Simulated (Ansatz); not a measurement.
**SrTiO: one candidate of a structure search**

The task: take a trial cell of SrTiO to zero force and stress.

Computed with Ansatz 0.2.0 (DFT PBE, scalar-relativistic, plane waves, PAW, unless a step's input says otherwise).

## Step 1: The structure to begin with

It takes space group P4/mmm (No. 123, tetragonal). The conventional cell has a = 3.729 Å, b = 3.729 Å, c = 3.783 Å, α = 90.00°, β = 90.00°, γ = 90.00°. Sr (site symmetry 4/mmm) has 4 O at 2.64 Å as nearest neighbours. Ti (site symmetry 4/mmm) has 2 O at 1.89 Å as nearest neighbours. O (site symmetry 4/mmm) is surrounded by 2 Ti at 1.89 Å and 4 Sr at 2.64 Å.

Structure file:

```cif
data_structure
_symmetry_space_group_name_H-M 'P4/mmm'
_symmetry_Int_Tables_number 123
_cell_length_a 3.7293
_cell_length_b 3.7293
_cell_length_c 3.7828
_cell_angle_alpha 90.000
_cell_angle_beta 90.000
_cell_angle_gamma 90.000
_cell_volume 52.61
loop_
_atom_site_label
_atom_site_type_symbol
_atom_site_symmetry_multiplicity
_atom_site_Wyckoff_symbol
_atom_site_fract_x
_atom_site_fract_y
_atom_site_fract_z
_atom_site_occupancy
Sr1 Sr 1 a 0.00000 0.00000 0.00000 1
Ti1 Ti 1 d 0.50000 0.50000 0.50000 1
O1 O 1 c 0.50000 0.50000 0.00000 1
```

A structure generator made this guess: species swapped into a database cell of YCoC (P4/mmm, No. 123), with Sr on the Y sites, Ti on the Co sites and O on the C sites. The dimensions are guesses.

## Step 2: Probe: one point on a coarse mesh

Input file input.yaml:

```yaml
crystal:
  lattice:
    - [3.7292651, 0.0, 0.0]
    - [0.0, 3.7292651, 0.0]
    - [0.0, 0.0, 3.78276019]
  atoms:
    - { symbol: Sr, position: [0.0, 0.0, 0.0] }
    - { symbol: Ti, position: [0.5, 0.5, 0.5], spin: 1.0 }
    - { symbol: O, position: [0.5, 0.5, 0.0] }
basis:
  ecutwfc: 420
kpoints:
  mp_grid: { grid: [6, 6, 6] }
hamiltonian:
  xc: pbe
scf:
  occupations: { method: gaussian, width: 0.1 }
  lower_state_search: "off"
output:
  forces: true
  stress: true
  eigenvalues: true
  populations: true
magnetization:
  spin_polarized: true
```

On the command line:

```bash
> ansatz run input.yaml --threads 1 --pin off --max-ram 2560MiB --backend cpu --events-out ev --progress --plain --runs-dir out
```

The session goes on with these runs: a loose first relaxation; full relaxation.

What does the calculation give? Wanted: conventional cell; volume; energy over the elements; gap on the mesh; total moment.

**Answer**, as computed:

```
                                                              quantity                                                                      value
                                symmetry at the end (tolerance 0.05 Å)                                               space group P4/mmm (No. 123)
                                                     conventional cell  a = 3.862 Å, b = 3.862 Å, c = 3.956 Å, α = 90.00°, β = 90.00°, γ = 90.00°
                                                                volume                                                              19.67 Å³/atom
energy over the elements (uncorrected; H, N, O, F and Cl as molecules)                                                              -1.49 eV/atom
                                                       gap on the mesh                                                               none (metal)
                                                          total moment                                                               1.42 μB/cell
```

In words: The space group P4/mmm (No. 123) is kept, and the volume per atom grows by 12.2 % from the first guess. It lies below the elements, which doesn't yet make it stable: competing phases were not computed in this session. No finished test with a distortion of lower symmetry is shown, so the end may be a saddle point. Other magnetic orders were not searched.
